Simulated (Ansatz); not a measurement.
Runs of Ansatz 0.2.0 on BiTe. Symmetry: R-3m, No. 166, trigonal system. The conventional cell has a = 4.845 Å, b = 4.845 Å, c = 9.952 Å, α = 90.00°, β = 90.00°, γ = 120.00°. Bi (site symmetry -3m) is surrounded by 6 Te at 3.25 Å. Te (site symmetry -3m) has 6 Bi at 3.25 Å as nearest neighbours. The cell comes from a database or a generator and needn't be the stable form of this composition.

| task | level | spin | cell | k mesh | smearing | gap on the mesh (eV) | pressure (GPa) |
| --- | --- | --- | --- | --- | --- | --- | --- |
| single point | RPBE | off | as given | 7 × 7 × 7 | gaussian 0.05 eV | none | 1.5 |
| single point | PBEsol | off | as given | 7 × 7 × 7 | gaussian 0.02 eV | none | -2.3 |
| density of states | PBEsol+D4 | SOC, no magnetisation | as given | 5 × 5 × 5 | fermi-dirac 0.02 eV | none | -2.5 |
| single point | PBEsol | off | another cell of the same crystal, with 2 atoms | 7 × 7 × 7 | gaussian 0.02 eV | none | -2.3 |
| single point | RPBE+D3(BJ) | off | as given | 7 × 7 × 7 | tetrahedron | none | (a) |

Alike in all rows: potentials or basis Ansatz PAW; cutoff (eV) 420.

Task: Estimate the missing entries.

Result: (a) -14.3.

Caveats: the PAW data sets come from PBE, with cores solved anew for the run's functional, which leaves a small shift of forces and pressure; spin-orbit coupling is left out, which moves the levels of the heavy elements (some runs); pairwise dispersion overbinds metals, which lowers pressure and volume (some runs); with tetrahedron occupations forces and stress needn't match the slope of the energy (some runs).

A k mesh can miss the band edges, and rows without SOC leave out spin-orbit coupling on Bi, Te.

A gap of «none» marks a metal or a gap under the smearing width.
